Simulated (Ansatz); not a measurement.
Working through a convergence test of the plane-wave cutoff of Sn, space group I4/mmm

With the Ansatz DFT code, driven from Python.

Interactive session:
```pycon
>>> import ansatz
>>> import numpy as np
>>> import pandas as pd
>>> params = {
...     "filling": "Gaussian",
... }
>>> vectors = np.array([
...     [-1.59075, 1.59075, 2.91565],
...     [1.59075, -1.59075, 2.91565],
...     [1.59075, 1.59075, -2.91565],
... ])
>>> system = ansatz.Lattice.of(vectors).atom("Sn", (0.0, 0.0, 0.0))
>>> setup = (
...     system.calculation()
...     .occupations(params["filling"])
...     .kpoints(12)
...     .functional(ansatz.Functional.PBESOL)
...     .stress()
... )
>>> rows = []
>>> for value in [250, 300, 350, 400, 450]:
...     summary = setup.basis(value).run().report
...     rows.append((value, summary["free_energy_ev"] / len(summary["lattice"]["sites"]), summary["n_iterations"], sum(summary["stress_gpa"][i][i] for i in range(3)) / 3, summary["n_pw"]))
...
DeckWarning: basis.ecutwfc = 250 eV is below the records' recommended 420 eV, and the density's cutoff is lower with it unless basis.ecutrho_ratio is high enough to keep the records' density cutoff: compare with a run at a higher cutoff
DeckWarning: basis.ecutwfc = 300 eV is below the records' recommended 420 eV, and the density's cutoff is lower with it unless basis.ecutrho_ratio is high enough to keep the records' density cutoff: compare with a run at a higher cutoff
DeckWarning: basis.ecutwfc = 350 eV is below the records' recommended 420 eV, and the density's cutoff is lower with it unless basis.ecutrho_ratio is high enough to keep the records' density cutoff: compare with a run at a higher cutoff
DeckWarning: basis.ecutwfc = 400 eV is below the records' recommended 420 eV, and the density's cutoff is lower with it unless basis.ecutrho_ratio is high enough to keep the records' density cutoff: compare with a run at a higher cutoff
>>> table = pd.DataFrame(rows, columns=["cutoff (eV)", "F/atom (eV)", "iterations", "P (GPa)", "plane waves"])
>>> table.round(5)
   cutoff (eV)  F/atom (eV)  iterations  P (GPa)  plane waves
0          250  -5949.17920           6 -3.63406          263
1          300  -5949.65179           6 -4.19482          349
2          350  -5949.68332           6 -4.22852          429
3          400  -5949.68472           6 -4.23245          517
4          450  -5949.68551           6 -4.23529          639
>>> # the last row is the reference
>>> for row in rows[:-1]:
...     shift = 1000 * (row[1] - rows[-1][1])
...     print(f"{row[0]}: {shift:+.2f} meV/atom" + ("  (within 2 meV)" if abs(shift) < 2 else ""))
...
250: +506.31 meV/atom
300: +33.72 meV/atom
350: +2.19 meV/atom
400: +0.79 meV/atom  (within 2 meV)
```

From 400 eV on it stays within 2 meV an atom of the value at 450 eV; the first row (250 eV) is off by 506.3 meV and the last but one by 0.79 meV. The energy falls steadily, as expected when plane waves are added. The pressure moves from -3.63 to -4.24 GPa (the program's stress holds a Pulay correction, so it settles early).

Pressure is positive in compression. This isn't the structure that Sn takes at ambient conditions. Warnings are shown shortened and without file and line. Shifts are counted from the last row, which is itself no proven limit. Finished in 11 s on 1 thread of Arm Neoverse V2 (shared host), peak memory 0.46 GiB.
